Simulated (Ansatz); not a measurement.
**GeHBr (singlet): the correlation ladder, cc-pVDZ**

An exercise on one series of results from a longer session: the logs are not shown, and one member is left open.

Method: cc-pVDZ, core rule «outside noble gas», up to 28 orbitals frozen; program: Ansatz 0.2.0, Gaussian basis.

The runs, in order: UHF; CCSD(T) on RHF; CCSD(T) on UHF; BCCD(T) on RHF; CISD; CCSDT(Q) on RHF; CCSDT(Q) on UHF; CCSDTQ on RHF; CCSDTQ on UHF; CASSCF and MRCISD+Q, 12 electrons in 9 orbitals; CASSCF and NEVPT2, 12 electrons in 9 orbitals.

6 further runs of the same task are left out: 2 for a known fault of the program, 4 set aside as unsound or not needed.

**The geometry**

The geometry is a PBE0/def2-TZVP stationary point (not a proven minimum) of the parent state, kept for this charge and spin. No spin-orbit coupling is included. The filled d shell of Ge, Br may be among the frozen orbitals whatever the setting's name suggests; the logs give the count.

3 atoms, charge 0, spin multiplicity 1.

Atoms are counted from 1 here; the program's logs count them from 0.

Bond lengths: Ge1–Br2 2.300 Å, Ge1–H3 1.556 Å. Angles: Br2–Ge1–H3 115.8°.

The first run:

The input, in.yaml:

```yaml
crystal:
  periodic: [false, false, false]
  atoms:
    - {symbol: Ge, position_ang: [0.000000, -0.482260, 0.527082]}
    - {symbol: Br, position_ang: [0.000000, -0.416051, -1.771802]}
    - {symbol: H, position_ang: [0.000000, 0.898312, 1.244719]}
basis:
  gaussian: {orbitals: cc-pVDZ}
magnetization: {spin_polarized: true, initial_magnetization: 0}
hamiltonian: {xc: hf}
output: {orbitals: {seedname: orbitals}}
```

Run with:

```
ansatz run in.yaml --threads 1 --pin off --events-out ev --progress --plain --max-ram 4096MiB --backend cpu
```

Steps of the session up to this table: UHF; CCSD(T) on RHF; CCSD(T) on UHF; BCCD(T) on RHF; CISD; CCSDT(Q) on RHF; CCSDT(Q) on UHF; CCSDTQ on RHF; CCSDTQ on UHF; CASSCF and MRCISD+Q, 12 electrons in 9 orbitals; CASSCF and NEVPT2, 12 electrons in 9 orbitals.

One table of the session follows, with a row left open; its other results are not shown here.

It belongs to the step «Misses and costs». 

```
          method  from RCCSDTQ (meV)
             RHF             +6114.6
             UHF             +6059.1
            RMP2              +950.5
            CISD              +670.8
           RCCSD              +182.4
        RCCSD(T)               +33.9
         BCCD(T)               +33.1
          RCCSDT               +13.1
       RCCSDT(Q)                -0.3
         RCCSDTQ                   0
  CASSCF valence             +4789.9
  NEVPT2 valence             +1087.7
  MRCISD valence              +378.2
MRCISD+Q valence                   ?
```

Estimate the missing values for MRCISD+Q valence.

As computed: from RCCSDTQ (meV): +29.7. In the column «from RCCSDTQ (meV)» it lies between RCCSDT (+13.1) and BCCD(T) (+33.1).
